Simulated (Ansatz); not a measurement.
# WF (doublet): the correlation ladder, def2-TZVPP

One table from this session's results is given with a row withheld; the runs are named, their logs left out.

Program: Ansatz 0.2.0, Gaussian basis. Level of theory: def2-TZVPP, core rule «outside noble gas», up to 5 orbitals frozen. These are calculated values, not measurements.

To be run: UHF; ROHF; CCSD(T) on UHF.

## The geometry

The geometry is a PBE0/def2-TZVP stationary point (not a proven minimum) of the parent state, kept for this charge and spin. No spin-orbit coupling is included. Elements past krypton take def2 core potentials.

2 atoms, charge 0, spin multiplicity 2.

Atoms are counted from 1 here; the program's logs count them from 0.

Bond lengths: W1–F2 1.838 Å.

Set-up of the first run:

in.yaml

```yaml
crystal:
  periodic: [false, false, false]
  atoms:
    - {symbol: W, position_ang: [0.000000, 0.000000, 0.000000]}
    - {symbol: F, position_ang: [0.000000, 0.000000, 1.838237]}
basis:
  gaussian: {orbitals: def2-TZVPP}
magnetization: {spin_polarized: true, initial_magnetization: 1}
hamiltonian: {xc: hf}
output: {orbitals: {seedname: orbitals}}
```

Launch:

```
$ ansatz run in.yaml --threads 1 --pin off --events-out ev --progress --plain --max-ram 2816MiB --backend cpu
```

Among the steps run: UHF; ROHF; CCSD(T) on UHF.

One table of the session follows, with a row left open; its other results are not shown here.

```
  method  from UCCSD(T) (kJ/mol)
    ROHF                 +1199.3
     UHF                 +1075.0
    UMP2                       ?
   UCCSD                   +61.8
UCCSD(T)                       0
```

**Question.** Estimate the row for UMP2.

**Answer.** from UCCSD(T) (kJ/mol): +114.2. In the column «from UCCSD(T) (kJ/mol)» it lies between UCCSD (+61.8) and UHF (+1075.0).

The program flags UCCSD(T) as in doubt (see the logs), so the zero of the table is itself unsure.

Limits of these values: The determinant is far from a pure spin state, so its energy mixes those of several spin states (harmless only where they are near-degenerate, as at dissociation). The program flags UCCSD(T) as in doubt, so the zero of the table is itself unsure.
